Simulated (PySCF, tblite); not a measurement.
# C4H6B2F2O2: dynamics, then NMR shifts on frames, part 2 of 2

tblite 0.8.0 and PySCF 2.14.0. Atoms count from 0.

**6. NMR shieldings: 800 fs, PBE0/pcSseg-1**

What the job is given:

```
{"job": {"kind": "nmr", "xc": "PBE0", "basis": "pcSseg-1", "pop": false}, "charge": 0, "multiplicity": 1}
O      3.149700     0.462000     0.480100
B      1.925700     0.366700     0.987800
O      1.580400     1.202900     1.974500
C      0.930600    -0.737100     0.317000
C     -0.486400    -0.761500     0.586500
C     -1.664100    -0.731600     0.800100
C     -3.092500    -0.743500     0.969100
B     -3.546300     0.046400     2.217100
F     -2.780600     0.045900     3.277600
F     -4.583700     0.787400     2.363600
H      3.767100     1.132600     0.715100
H      0.664400     1.142000     2.192600
H      0.960800    -0.599100    -0.758400
H      1.310700    -1.756600     0.543800
H     -3.386900    -1.819200     1.147000
H     -3.557000    -0.526800    -0.002400
```

Method: GIAO PBE0/pcSseg-1 NMR shielding, non-relativistic, gas phase.

Output:

```text
coarse grid: 14584 points
cycle   1  E = -555.1106741372  dE =  1.621e+00  |g| = 1.060e+00  |ddm| = 4.279e+00
cycle   2  E = -554.9835893601  dE =  1.271e-01  |g| = 1.407e+00  |ddm| = 1.856e+00
cycle   3  E = -555.3065210040  dE = -3.229e-01  |g| = 9.590e-02  |ddm| = 1.106e+00
cycle   4  E = -555.3083606953  dE = -1.840e-03  |g| = 3.349e-02  |ddm| = 1.199e-01
cycle   5  E = -555.3085682818  dE = -2.076e-04  |g| = 1.639e-02  |ddm| = 3.734e-02
cycle   6  E = -555.3086229223  dE = -5.464e-05  |g| = 5.837e-03  |ddm| = 1.574e-02
cycle   7  E = -555.3086309274  dE = -8.005e-06  |g| = 1.211e-03  |ddm| = 5.052e-03
final grid: 145104 points
cycle   8  E = -555.3962698250  dE = -8.592e-05  |g| = 9.312e-03  |ddm| = 4.683e-02
cycle   9  E = -555.3962579814  dE =  1.184e-05  |g| = 1.240e-02  |ddm| = 1.506e-02
cycle  10  E = -555.3962867011  dE = -2.872e-05  |g| = 1.475e-03  |ddm| = 8.547e-03
cycle  11  E = -555.3962871183  dE = -4.172e-07  |g| = 5.927e-04  |ddm| = 1.426e-03
cycle  12  E = -555.3962871929  dE = -7.461e-08  |g| = 2.086e-04  |ddm| = 5.518e-04
cycle  13  E = -555.3962872024  dE = -9.539e-09  |g| = 3.445e-05  |ddm| = 1.706e-04
cycle  14  E = -555.3962872026  dE = -1.875e-10  |g| = 1.597e-05  |ddm| = 3.343e-05
converged SCF energy = -555.3962872026

GIAO shielding tensors (ppm)
atom      isotropic    diamagn.    paramagn.     s11        s22        s33       span
  0 O      231.533     384.723    -153.191    141.696    262.074    290.829    149.133
  1 B       75.092     193.040    -117.948     61.008     70.777     93.490     32.482
  2 O      212.454     388.996    -176.542     81.712    259.400    296.250    214.538
  3 C      181.220     259.728     -78.508    166.046    180.213    197.402     31.356
  4 C      102.221     266.325    -164.104     13.467     17.800    275.395    261.928
  5 C      110.576     271.896    -161.320     24.626     32.011    275.091    250.465
  6 C      182.963     256.739     -73.776    173.337    180.281    195.272     21.935
  7 B       74.730     191.856    -117.126     52.008     83.024     89.159     37.151
  8 F      238.333     471.872    -233.539     60.901    281.850    372.248    311.346
  9 F      248.648     459.797    -211.149     82.728    284.514    378.701    295.973
 10 H       27.860      30.369      -2.509     21.917     22.276     39.385     17.468
 11 H       27.234      35.216      -7.983     19.726     25.754     36.221     16.495
 12 H       29.823      34.490      -4.667     23.262     30.331     35.876     12.614
 13 H       29.426      29.746      -0.321     23.313     29.263     35.701     12.388
 14 H       28.814      26.839       1.975     23.617     27.464     35.362     11.745
 15 H       29.346      30.999      -1.653     23.592     28.471     35.975     12.383
```

Run time: 30 s. Hardware: 1 thread of Intel Xeon Platinum 8488C, shared host; peak memory 0.93 GiB.

This run: δ C4 84.7, C5 76.3, C3 5.7, C6 4.0, H11 4.48, H10 3.86 ppm.

**7. Nuclear shieldings: 1000 fs, PBE0/pcSseg-1**

What the job is given:

```
{"job": {"kind": "nmr", "xc": "PBE0", "basis": "pcSseg-1", "pop": false}, "charge": 0, "multiplicity": 1}
O      3.103600     0.399300     0.605500
B      1.800200     0.316500     1.006800
O      1.256800     1.116200     1.940500
C      0.946800    -0.781500     0.141000
C     -0.479700    -0.462400     0.366800
C     -1.503300     0.146300     0.677000
C     -2.828900     0.675000     0.913100
B     -3.368600     0.801900     2.419400
F     -2.584000     0.988300     3.485100
F     -4.658600     0.760400     2.665600
H      3.507500     1.151900     1.026300
H      0.340300     0.965500     2.069900
H      1.208300    -0.832100    -0.878200
H      1.180600    -1.764600     0.514000
H     -3.499700     0.196600     0.238000
H     -2.752100     1.744300     0.659500
```

With the program's defaults for keys left out, this is: GIAO PBE0/pcSseg-1 NMR shielding, non-relativistic, gas phase.

Output:

```text
coarse grid: 14584 points
cycle   1  E = -555.1180313100  dE =  1.423e+00  |g| = 1.046e+00  |ddm| = 3.819e+00
cycle   2  E = -554.9736661321  dE =  1.444e-01  |g| = 1.431e+00  |ddm| = 1.759e+00
cycle   3  E = -555.3080916831  dE = -3.344e-01  |g| = 1.035e-01  |ddm| = 9.954e-01
cycle   4  E = -555.3098557753  dE = -1.764e-03  |g| = 5.344e-02  |ddm| = 1.407e-01
cycle   5  E = -555.3103269958  dE = -4.712e-04  |g| = 2.968e-02  |ddm| = 5.743e-02
cycle   6  E = -555.3105435026  dE = -2.165e-04  |g| = 4.028e-03  |ddm| = 2.718e-02
cycle   7  E = -555.3105470483  dE = -3.546e-06  |g| = 1.083e-03  |ddm| = 4.454e-03
final grid: 145104 points
cycle   8  E = -555.3967199877  dE = -7.917e-05  |g| = 8.340e-03  |ddm| = 3.898e-02
cycle   9  E = -555.3967126193  dE =  7.368e-06  |g| = 1.056e-02  |ddm| = 1.331e-02
cycle  10  E = -555.3967341198  dE = -2.150e-05  |g| = 1.509e-03  |ddm| = 7.294e-03
cycle  11  E = -555.3967345439  dE = -4.241e-07  |g| = 5.925e-04  |ddm| = 1.362e-03
cycle  12  E = -555.3967346197  dE = -7.584e-08  |g| = 2.215e-04  |ddm| = 6.041e-04
cycle  13  E = -555.3967346307  dE = -1.097e-08  |g| = 3.184e-05  |ddm| = 1.756e-04
cycle  14  E = -555.3967346309  dE = -1.908e-10  |g| = 1.146e-05  |ddm| = 3.381e-05
converged SCF energy = -555.3967346309

GIAO shielding tensors (ppm)
atom      isotropic    diamagn.    paramagn.     s11        s22        s33       span
  0 O      225.024     384.524    -159.499    110.279    267.030    297.763    187.485
  1 B       71.151     196.798    -125.647     56.125     63.159     94.170     38.044
  2 O      212.129     389.992    -177.863     85.043    242.417    308.927    223.883
  3 C      176.962     259.707     -82.745    161.839    170.414    198.633     36.794
  4 C       91.712     267.409    -175.697     -8.328     15.482    267.983    276.311
  5 C      102.980     274.444    -171.464     15.358     22.488    271.093    255.735
  6 C      179.928     255.441     -75.513    167.404    177.379    195.001     27.597
  7 B       72.966     192.136    -119.170     51.242     80.548     87.109     35.867
  8 F      245.141     470.570    -225.429     61.613    304.221    369.588    307.975
  9 F      235.263     460.046    -224.783     59.369    286.847    359.572    300.203
 10 H       27.948      29.221      -1.273     21.467     23.718     38.660     17.192
 11 H       26.137      36.670     -10.532     17.389     24.199     36.823     19.434
 12 H       30.729      34.759      -4.030     25.484     29.405     37.297     11.813
 13 H       30.576      31.486      -0.910     25.571     29.005     37.153     11.582
 14 H       29.715      30.271      -0.556     23.277     29.449     36.419     13.142
 15 H       29.543      31.077      -1.533     24.198     29.325     35.107     10.909
```

Run time: 30 s. Hardware: 1 thread of Intel Xeon Platinum 8488C, shared host; peak memory 0.93 GiB.

Key values: δ C4 95.2, C5 83.9, C3 10.0, C6 7.0, H11 5.58, H10 3.77 ppm.

**8. Comparing the runs: NMR shifts**

Shifts (ppm) of some atoms, chosen among heavy atoms and hydrogens apart, with basis size and wall time:

| frame | C5 | H14 | H13 | O2 | O0 | F8 | F9 | functions | time |
| --- | --- | --- | --- | --- | --- | --- | --- | --- | --- |
| 250 fs | 84.8 | 3.01 | 1.10 | 137.4 | 112.6 | -62.7 | -74.1 | 200 | 38 s |
| 425 fs | 78.5 | 1.58 | 3.17 | 120.8 | 124.9 | -66.1 | -67.1 | 200 | 30 s |
| 625 fs | 87.4 | 3.71 | 2.48 | 133.5 | 110.4 | -69.2 | -73.8 | 200 | 31 s |
| 800 fs | 76.3 | 2.90 | 2.29 | 123.6 | 104.5 | -67.4 | -77.7 | 200 | 30 s |
| 1000 fs | 83.9 | 2.00 | 1.14 | 124.0 | 111.1 | -74.2 | -64.3 | 200 | 30 s |

**9. What came out**

What follows sums up all 2 parts.

| quantity | value |
| --- | --- |
| thermostat | 300 K |
| mean temperature, second half | 285 K |
| mean potential energy above the minimum | 0.51 eV |
| 13C shifts against TMS (PBE0/pcSseg-1, 250 fs) | 85.1, 84.8, 12.1, 8.0 ppm |
| 1H shifts against TMS (PBE0/pcSseg-1, 250 fs) | 4.97, 3.80, 3.05, 3.01, 1.18, 1.10 ppm |
| 17O shifts against H2O (PBE0/pcSseg-1, 250 fs) | 137.4, 112.6 ppm |
| 11B shifts against BF3·OEt2 (PBE0/pcSseg-1, 250 fs) | 30.6, 27.4 ppm |
| 19F shifts against CFCl3 (PBE0/pcSseg-1, 250 fs) | -62.7, -74.1 ppm |
| surface potential, 1st and 99th percentile | -1.41 V and 2.04 V |
| range of the shift of O0 | 104.5 to 124.9 ppm |

**Reading.** In the second half the potential energy averages 0.51 eV above the minimum; equipartition over 42 harmonic modes at 300 K would give 0.54 eV. With 16 atoms the temperature swings widely (144 to 402 K). Shifts at one fixed geometry are not the observed spectrum, which averages over the motion. Across the 5 runs the shift of O0 moves most, between 104.5 (800 fs) and 124.9 ppm (425 fs).
